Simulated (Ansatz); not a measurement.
# CH4Ge (singlet): from Hartree-Fock to the top rungs at a displaced geometry (v1), cc-pVDZ

Aim: climb from Hartree-Fock through coupled cluster and multireference methods for CH4Ge (singlet) at one geometry and basis, and see what each rung misses.

Computed with Ansatz 0.2.0, Gaussian basis. Level: cc-pVDZ, core rule «outside noble gas», up to 15 orbitals frozen.

Plan: UHF; CCSD(T) on RHF; CCSD(T) on UHF; BCCD(T) on RHF; CISD; CCSDT(Q) on RHF; CCSDT(Q) on UHF; CASSCF and MRCISD+Q, 8 electrons in 8 orbitals; CASSCF and NEVPT2, 8 electrons in 8 orbitals.

16 further runs of the same task are left out: 6 that didn't finish, 10 set aside as unsound or not needed.

## Step 1: What is computed

The geometry is a PBE0/def2-TZVP stationary point (not a proven minimum) with its atoms shifted at random (size 0.040 Å). No spin-orbit coupling is included. The filled d shell of Ge may be among the frozen orbitals whatever the setting's name suggests; the logs give the count.

6 atoms, charge 0, spin multiplicity 1.

Atoms are counted from 1 here; the program's logs count them from 0.

Bond lengths: Ge1–C2 1.975 Å, Ge1–H3 1.562 Å, Ge1–H4 1.499 Å, Ge1–H5 1.603 Å, C2–H6 1.121 Å. Angles: C2–Ge1–H3 118.4°, C2–Ge1–H4 103.6°, C2–Ge1–H5 100.8°, H3–Ge1–H4 110.9°, H3–Ge1–H5 112.6°, H4–Ge1–H5 109.8°, Ge1–C2–H6 109.5°.

## Step 2: UHF

Contents of in.yaml:

```yaml
crystal:
  periodic: [false, false, false]
  atoms:
    - {symbol: Ge, position_ang: [0.001714, 0.016485, 0.278029]}
    - {symbol: C, position_ang: [0.000881, -0.162647, -1.689274]}
    - {symbol: H, position_ang: [0.048845, 1.451443, 0.893031]}
    - {symbol: H, position_ang: [1.193607, -0.786197, 0.704409]}
    - {symbol: H, position_ang: [-1.343856, -0.770019, 0.652919]}
    - {symbol: H, position_ang: [-0.032606, 0.854872, -2.157728]}
basis:
  gaussian: {orbitals: cc-pVDZ}
magnetization: {spin_polarized: true, initial_magnetization: 0}
hamiltonian: {xc: hf}
output: {orbitals: {seedname: orbitals}}
```

Command:

```console
ansatz run in.yaml --threads 1 --pin off --events-out ev --progress --plain --max-ram 2393MiB
```

After this run come: CCSD(T) on RHF; CCSD(T) on UHF; BCCD(T) on RHF; CISD; CCSDT(Q) on RHF; CCSDT(Q) on UHF; CASSCF and MRCISD+Q, 8 electrons in 8 orbitals; CASSCF and NEVPT2, 8 electrons in 8 orbitals.

Q: Predict the results of all the runs planned. Wanted: RCCSDT(Q) below the RHF energy; RMP2 from RCCSDT(Q); UMP2 from RCCSDT(Q); RCCSD from RCCSDT(Q); RCCSD(T) from RCCSDT(Q); UCCSD(T) from RCCSDT(Q); UCCSDT(Q) from RCCSDT(Q); NEVPT2 frontier from RCCSDT(Q); MRCISD+Q frontier from RCCSDT(Q).

As calculated:

| quantity | value |
| --- | --- |
| RCCSDT(Q) below the RHF energy | -7.1080 eV |
| RMP2 from RCCSDT(Q) | +147.7 kJ/mol |
| UMP2 from RCCSDT(Q) | +126.3 kJ/mol |
| RCCSD from RCCSDT(Q) | +22.7 kJ/mol |
| RCCSD(T) from RCCSDT(Q) | +4.9 kJ/mol |
| UCCSD(T) from RCCSDT(Q) | -8.8 kJ/mol |
| UCCSDT(Q) from RCCSDT(Q) | -0.1 kJ/mol |
| NEVPT2 frontier from RCCSDT(Q) | +124.3 kJ/mol |
| MRCISD+Q frontier from RCCSDT(Q) | +3.3 kJ/mol |
| levels within 1 kcal/mol (43 meV) | RCCSDT, UCCSDT, UCCSDT(Q), MRCISD+Q frontier |
| T1 diagnostic | 0.015 |

RCCSD(T) misses by +4.9 kJ/mol, 0.7 % of the correlation energy. CCSD(T) misses by +4.9 kJ/mol on the restricted determinant and by -8.8 kJ/mol on the unrestricted one; the two need not hold the same state or core. Of the multireference levels listed MRCISD+Q frontier comes nearest in total energy (+3.3 kJ/mol), which doesn't show that its space is the better one. These misses are within one basis, not against nature.
